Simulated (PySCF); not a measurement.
# BF3H3N (Amminetrifluoroboron): the cost of one run

Programs: PySCF 2.14.0, with density-fitted response routines of our own. Each step states its level of theory. These are calculated values for one molecule in the gas phase, unless marked as measured. Atoms count from 0, in the outputs and in this text.

## 1. Starting geometry

8 atoms, charge 0, multiplicity 1; geometry from: GFN2-xTB. The atoms were then displaced at random by about 0.01 Å, so the start is not that level's minimum.

Bonds of the start (Å): N0–B1 1.75, B1–F2 1.36, B1–F3 1.35, B1–F4 1.34, N0–H5 0.98, N0–H6 1.02, N0–H7 1.03.

## 2. Relaxing the molecule at PBE0-D3(BJ)/def2-TZVP

What the job is given:

```
{"job": {"xc": "PBE0", "basis": "def2-TZVP", "d3": "d3bj", "grid": 2, "shake": 0.01, "kind": "geom"}, "charge": 0, "multiplicity": 1}
N      0.870170    -0.172760     0.026080
B     -0.846570     0.144910    -0.030450
F     -1.316590    -0.718940    -0.967190
F     -0.902460     1.450630    -0.386860
F     -1.257990    -0.122050     1.218470
H      0.987690    -1.114400     0.280370
H      1.271910     0.471390     0.713280
H      1.248980     0.042080    -0.906160
```

On the command line:

```sh
$ OMP_NUM_THREADS=1 python probes_run.py task.json out
```

One launch serves the whole session: the jobs run in the order shown.

Q: Estimate the wall time and peak memory of this first job on 1 thread of Arm Neoverse V1, shared host.

About 50 s, with a peak of 0.7 GiB.
